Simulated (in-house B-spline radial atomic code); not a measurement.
# Xe⁺: isotopes

What do the measured radii and masses of the isotopes do to the energy of Xe⁺?

Program: in-house B-spline radial atomic code version 1. Level of theory: Dirac-Hartree-Fock, average of configuration, Fermi nucleus, basis-set limit. These are calculated values, not measurements, unless marked.

## 1. The system

| Quantity | Value |
| --- | --- |
| element | xenon (Z = 54) |
| charge | +1 |
| electrons | 53 |
| configuration | 1s2 2s2 2p6 3s2 3p6 3d10 4s2 4p6 4d10 5s2 5p-2 5p+3 |
| Hamiltonian | Dirac-Coulomb |
| nucleus | Fermi, rms radius 4.721 fm |

In configurations, a minus sign after the shell means j = l − 1/2 and a plus sign j = l + 1/2; the count of electrons follows.

The run's settings:

```ini
Z = 54
electrons = 53.0
configuration = 1s2 2s2 2p6 3s2 3p6 3d10 4s2 4p6 4d10 5s2 5p-2 5p+3
hamiltonian = dirac
method = hf
spin_polarised = False
nucleus = fermi
rms_radius = 4.7211
mass_number = 116
atomic_mass = 115.921580955
speed_of_light = 137.035999084
```

This reference run was done before. Its total energy is -7446.492435 hartree (electron-nucleus part -18090.5721, recoil term 0.02362517), and its levels are (the highest eight at most):

```
orbital  occupation  energy (eV)  <r> (bohr)
  4s1/2           2      -239.38      0.7171
  4p1/2           2      -185.62      0.7471
  4p3/2           4      -172.73      0.7737
  4d3/2           4      -83.768      0.8693
  4d5/2           6      -81.613      0.8793
  5s1/2           2      -36.260       1.860
  5p1/2           2      -22.342       2.142
  5p3/2           3      -20.997       2.227
```

## 2. Mass number 128

The run's settings:

```ini
Z = 54
electrons = 53.0
configuration = 1s2 2s2 2p6 3s2 3p6 3d10 4s2 4p6 4d10 5s2 5p-2 5p+3
hamiltonian = dirac
method = hf
spin_polarised = False
nucleus = fermi
rms_radius = 4.7774
mass_number = 128
atomic_mass = 127.90353075341
speed_of_light = 137.035999084
```

## 3. Mass number 129

Settings: those of step 2 with these lines changed.

```diff
@@ -7,5 +7,5 @@
 nucleus = fermi
-rms_radius = 4.7774
-mass_number = 128
-atomic_mass = 127.90353075341
+rms_radius = 4.7775
+mass_number = 129
+atomic_mass = 128.90478085742
 speed_of_light = 137.035999084
```

## 4. Mass number 130

Settings: those of step 3 with these lines changed.

```diff
@@ -7,5 +7,5 @@
 nucleus = fermi
-rms_radius = 4.7775
-mass_number = 129
-atomic_mass = 128.90478085742
+rms_radius = 4.7818
+mass_number = 130
+atomic_mass = 129.903509346
 speed_of_light = 137.035999084
```

## 5. Mass number 131

Settings: those of step 4 with these lines changed.

```diff
@@ -7,5 +7,5 @@
 nucleus = fermi
-rms_radius = 4.7818
-mass_number = 130
-atomic_mass = 129.903509346
+rms_radius = 4.7808
+mass_number = 131
+atomic_mass = 130.90508412808
 speed_of_light = 137.035999084
```

## 6. Mass number 132

Settings: those of step 5 with these lines changed.

```diff
@@ -7,5 +7,5 @@
 nucleus = fermi
-rms_radius = 4.7808
-mass_number = 131
-atomic_mass = 130.90508412808
+rms_radius = 4.7859
+mass_number = 132
+atomic_mass = 131.90415508346
 speed_of_light = 137.035999084
```

## 7. Mass number 133

Settings: those of step 6 with these lines changed.

```diff
@@ -7,5 +7,5 @@
 nucleus = fermi
-rms_radius = 4.7859
-mass_number = 132
-atomic_mass = 131.90415508346
+rms_radius = 4.7831
+mass_number = 133
+atomic_mass = 132.905910748
 speed_of_light = 137.035999084
```

By how much, and in which direction, does each change move the total energy and the levels?

The runs gave:

All values are changes from the reference run; energy changes under 2e-04 eV count as noise.

| change | rms radius (fm) | δ<r²> (fm²) | Δ total energy (eV) | Δ recoil term, not in the total or the levels (eV) | Δ 1s1/2 level (eV) | Δ 5p3/2 level (eV) |
| --- | --- | --- | --- | --- | --- | --- |
| mass number 128 | 4.7774 | +0.535 | +0.154 | -0.06022 | +0.0649 | below noise |
| mass number 129 | 4.7775 | +0.536 | +0.1543 | -0.06475 | +0.06502 | below noise |
| mass number 130 | 4.7818 | +0.577 | +0.1661 | -0.0692 | +0.07 | below noise |
| mass number 131 | 4.7808 | +0.567 | +0.1633 | -0.07358 | +0.06884 | below noise |
| mass number 132 | 4.7859 | +0.616 | +0.1774 | -0.0779 | +0.07476 | below noise |
| mass number 133 | 4.7831 | +0.589 | +0.1697 | -0.08215 | +0.07151 | below noise |

What this shows: The total energy moves by 288 meV for each fm² of δ<r²> (from mass number 132): a larger nucleus binds the s electrons less. For that pair the recoil (mass) term changes by 0.078 eV against 0.18 eV from size, so size rules the shift. The recoil term is approximate.
